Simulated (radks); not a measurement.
# Tb²⁺ inside a hard spherical wall

The task here is to estimate one member of a computed series from the others.

The numbers are computed with radks (a radial shooting solver on a logarithmic mesh, Libxc functionals) version 1 (scalar-relativistic Kohn-Sham, LDA (Slater exchange, VWN5 correlation), spin-unpolarised, spherical densities, finite nucleus), except any that are marked as measured or tabulated.

## Starting point

- element: terbium (Z = 65)
- charge: +2
- electrons: 63
- configuration: [Xe] 4f9
- nuclear rms radius: 5.06 fm

The outer shells:

Tb²⁺
```
[Xe] core
4f [↑↓][↑↓][↑ ][↑ ][↑ ][↑ ][↑ ]
```

Set-up of the first run:

Settings of this run:

```text
Z 65
configuration [Xe] 4f9 6s0 5d0 6p0
relativity scalar-relativistic
functional lda,vwn5
spin unpolarised
nucleus finite rms 5.06 fm
c 137.035999084
```

Steps of the session up to this table: The free atom; Wall at 15 bohr; Wall at 10 bohr; Wall at 8 bohr; Wall at 7 bohr; Wall at 5 bohr; Wall at 2 bohr; Wall at 1.5 bohr.

One of the session's tables, all rows but one given; the rest of the session is left out.

| R (bohr) | E − E(free) (eV) | ε(4f) (eV) | ε(6s, empty) (eV) | ε(5d, empty) (eV) | ε(6p, empty) (eV) |
| --- | --- | --- | --- | --- | --- |
| free | 0.000 | -17.135 | -14.334 | -13.762 | -9.912 |
| 15 | -0.000 | -17.135 | -14.334 | -13.762 | -9.912 |
| 10 | 0.000 | -17.135 | -14.332 | -13.761 | -9.889 |
| 8 | 0.000 | -17.134 | -14.298 | -13.754 | -9.697 |
| 7 | ? | ? | ? | ? | ? |
| 5 | 0.113 | -16.937 | -12.140 | -13.135 | -5.177 |
| 2 | 219.69 | 22.752 | 157.36 | 55.001 | 192.46 |
| 1.5 | 982.47 | 86.168 | 448.32 | 186.34 | 500.59 |

**Question.** Estimate the row for R (bohr) = 7.

Worked estimate for «E − E(free) (eV)». A straight line through the neighbours (8, 0.000) and (5, 0.113) gives 0.000 + (0.113 − 0.000) × (7 − 8) / (5 − 8) = 0.038; a parabola fitted to 4 rows on both sides gives -26.746.

**Answer.** E − E(free) (eV): 0.002; ε(4f) (eV): -17.129; ε(6s, empty) (eV): -14.183; ε(5d, empty) (eV): -13.727; ε(6p, empty) (eV): -9.299. In «E − E(free) (eV)» the line misses by +0.036 and the parabola by -26.748. Between these rows the values bend or scatter more than so simple an estimate can follow.

From R = 2 bohr inwards the highest occupied level lies above zero, pushed up by confinement. Shells are not refilled when levels cross, and a hard wall is a model, not a crystal.
